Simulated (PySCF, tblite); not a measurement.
# C₇H₁₁FN₂: geometry, infrared bands and NMR shifts

Aim: predict the infrared bands and NMR shifts of C₇H₁₁FN₂ (`CC1=NN(C2CC2)C[C@@H]1F`).

The runs use tblite 0.8.0 and PySCF 2.14.0, with density-fitted response routines of our own; the level of theory stands in each step. All values are computed, except where a source is named. Atoms count from 0, in the outputs and in this text.

## Step 1: Starting geometry

21 atoms, charge 0, multiplicity 1; geometry from: force field or distance geometry start.

Bonds of the start (Å): C0–C1 1.51, C1–N2 1.29, N2–N3 1.41, N3–C4 1.45, C4–C5 1.51, C5–C6 1.51, N3–C7 1.47, C7–C8 1.52, C8–F9 1.38, C8–C1 1.49, C6–C4 1.48, C0–H10 1.10, C0–H11 1.10, C0–H12 1.11, C4–H13 1.13, C5–H14 1.09, C5–H15 1.14, C6–H16 1.12, C6–H17 1.10, C7–H18 1.09, C7–H19 1.12, C8–H20 1.09.

## Step 2: Optimising the geometry with GFN2-xTB

What the job is given:

```
{"job": {"kind": "relax", "xc": "GFN2-xTB", "basis": "xTB"}, "charge": 0, "multiplicity": 1}
C      2.893300    -0.541700     1.152000
C      1.635600    -0.068100     0.472600
N      0.415700    -0.384900     0.758100
N     -0.472800     0.277500    -0.118800
C     -1.802600    -0.113100    -0.541300
C     -2.242600    -1.426900     0.062800
C     -2.961800    -0.137200     0.381700
C      0.257800     1.487300    -0.507400
C      1.638400     0.879000    -0.678200
F      1.636900     0.082600    -1.804900
H      2.739400    -0.792900     2.213100
H      3.654100     0.227700     0.972700
H      3.201400    -1.461700     0.604800
H     -2.046500     0.021400    -1.639900
H     -2.680100    -2.183800    -0.582500
H     -1.636700    -1.791700     0.954000
H     -3.962000    -0.110800    -0.122900
H     -2.886400     0.307600     1.386900
H     -0.151300     1.958300    -1.402200
H      0.321500     2.172200     0.381300
H      2.440000     1.616000    -0.633100
```

On the command line:

```bash
$ OMP_NUM_THREADS=1 python probes_run.py task.json out
```

This one command runs all jobs of the session in turn.

**Question.** This job is followed by: GFN2-xTB harmonic vibrations, gas phase; GIAO PBE0/pcSseg-1 NMR shielding, non-relativistic, gas phase. What will the session give for the following? strongest single infrared mode (GFN2-xTB); zero-point energy (GFN2-xTB); ¹³C shifts against TMS (PBE0/pcSseg-1); ¹H shifts against TMS (PBE0/pcSseg-1, means over atoms taken as alike); ¹⁵N shifts against NH3 (PBE0/pcSseg-1); ¹⁹F shifts against CFCl3 (PBE0/pcSseg-1).

As calculated:

| quantity | value |
| --- | --- |
| strongest single infrared mode (GFN2-xTB) | 1146 cm⁻¹, 80 km/mol |
| zero-point energy (GFN2-xTB) | 107.3 kcal/mol |
| ¹³C shifts against TMS (PBE0/pcSseg-1) | 143.5, 100.5, 61.1, 35.8, 15.0, 10.2, 8.7 ppm |
| ¹H shifts against TMS (PBE0/pcSseg-1, means over atoms taken as alike) | 5.71, 3.88, 3.21, 2.20, 2.12, 1.02, 0.75, 0.55, 0.48 ppm |
| ¹⁵N shifts against NH3 (PBE0/pcSseg-1) | 392.7, 156.2 ppm |
| ¹⁹F shifts against CFCl3 (PBE0/pcSseg-1) | -191.9 ppm |

**Reading.** Over 176 steps the energy fell by 1.244 eV; of the close pairs, N2–N3 changed most, 1.413 to 1.352 Å. No mode is imaginary among the 57: a minimum at this level. The strongest single mode, at 1146 cm⁻¹, is spread over many atoms; the largest shares are those of N3, H18. Unscaled tight-binding wavenumbers are off by several per cent, some by more. Its intensities can rank the bands wrongly. H20 (hydrogen on an sp3 CH bonded to F) lies farthest downfield among hydrogen, at 5.71 ppm; its carbon carries F, hence the downfield position. At PBE0/pcSseg-1: Shielding is most anisotropic at N2 (span 535 ppm, paramagnetic term -453 ppm).
